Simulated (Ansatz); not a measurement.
# C₃H₇NOSi: how energies converge with the basis set

Aim: see how fast density functionals converge with the basis set for C₃H₇NOSi.

Program: Ansatz 0.2.0, Gaussian basis. Level of theory: one geometry, several basis sets. These are calculated values, not measurements.

Levels to be run: PBE0-D4/def2-SVP; ωB97M-V/def2-SVP; PBE0-D4/def2-QZVPP; ωB97M-V/def2-QZVPP; the functionals' def2-TZVPP values are taken from earlier runs.

## 1. The geometry

An earlier PBE0-D4 in a triple-zeta def2 set relaxation fixed the geometry.

SMILES `C/C=C1\N[SiH2]O1`, 13 atoms, charge 0, spin multiplicity 1.

Atoms are counted from 1 here; the program's logs count them from 0.

Bond lengths: C1–C2 1.491 Å, C1–H7 1.094 Å, C1–H8 1.093 Å, C1–H9 1.095 Å, C2–C3 1.326 Å, C2–H10 1.083 Å, C3–N4 1.406 Å, C3–O6 1.392 Å, N4–Si5 1.722 Å, N4–H11 1.002 Å, Si5–O6 1.679 Å, Si5–H12 1.482 Å, Si5–H13 1.485 Å. Angles: C2–C1–H7 111.4°, C2–C1–H8 111.9°, C2–C1–H9 112.2°, H7–C1–H8 106.8°, H7–C1–H9 106.9°, H8–C1–H9 107.4°, C1–C2–C3 124.1°, C1–C2–H10 119.5°, C3–C2–H10 116.4°, C2–C3–N4 132.9°, C2–C3–O6 125.5°, N4–C3–O6 101.7°, C3–N4–Si5 88.3°, C3–N4–H11 123.0°, Si5–N4–H11 141.7°, N4–Si5–O6 79.3°, N4–Si5–H12 117.7°, N4–Si5–H13 118.1° and more.

Coordinates:

```xyz
13

C    -0.2685   -1.8792    1.0571
C     0.3569   -0.5267    1.1160
C     0.2967    0.3624    0.1344
N    -0.3102    0.3479   -1.1341
Si    0.1929    1.9817   -1.3365
O     0.8883    1.6219    0.1486
H     0.4589   -2.6657    1.2806
H    -0.6757   -2.0966    0.0664
H    -1.0862   -1.9881    1.7780
H     0.8999   -0.2275    2.0043
H    -1.0486   -0.2839   -1.3787
H     1.1607    2.2762   -2.4191
H    -0.8448    3.0430   -1.3022
```

## 2. PBE0-D4 in def2-SVP

Input file in.yaml:

```yaml
crystal:
  periodic: [false, false, false]
  atoms:
    - {symbol: C, position_ang: [-0.268500, -1.879189, 1.057092]}
    - {symbol: C, position_ang: [0.356877, -0.526717, 1.115991]}
    - {symbol: C, position_ang: [0.296651, 0.362412, 0.134356]}
    - {symbol: N, position_ang: [-0.310159, 0.347863, -1.134143]}
    - {symbol: Si, position_ang: [0.192878, 1.981744, -1.336515]}
    - {symbol: O, position_ang: [0.888337, 1.621861, 0.148591]}
    - {symbol: H, position_ang: [0.458906, -2.665749, 1.280598]}
    - {symbol: H, position_ang: [-0.675726, -2.096591, 0.066446]}
    - {symbol: H, position_ang: [-1.086162, -1.988119, 1.777958]}
    - {symbol: H, position_ang: [0.899924, -0.227543, 2.004265]}
    - {symbol: H, position_ang: [-1.048553, -0.283861, -1.378728]}
    - {symbol: H, position_ang: [1.160700, 2.276230, -2.419076]}
    - {symbol: H, position_ang: [-0.844775, 3.042958, -1.302235]}
basis:
  gaussian: {orbitals: def2-SVP}
hamiltonian: {xc: pbe0, dispersion: d4}
output: {orbitals: {seedname: orbitals}}
```

Run with:

```bash
ansatz run in.yaml --threads 4 --pin off --events-out ev --progress --plain --max-ram 10444MiB
```

The runs that follow: ωB97M-V in def2-SVP; PBE0-D4 in def2-QZVPP; ωB97M-V in def2-QZVPP.

Before running them: what should the planned runs give, taken together? Wanted: PBE0-D4: double and triple zeta above quadruple; ωB97M-V: double and triple zeta above quadruple.

The runs gave:

| quantity | value |
| --- | --- |
| PBE0-D4: double and triple zeta above quadruple | 11.29, 0.66 eV |
| ωB97M-V: double and triple zeta above quadruple | 11.53, 0.61 eV |

For PBE0-D4 the step from double to triple zeta gains 10.63 eV and the next only 0.66 eV. These are total energies; as a rule much of such shifts cancels in differences, which this series doesn't test. The LUMO of ωB97M-V is positive and keeps falling with the basis (1.84 to 0.85 eV): an unbound level that the basis holds in place.
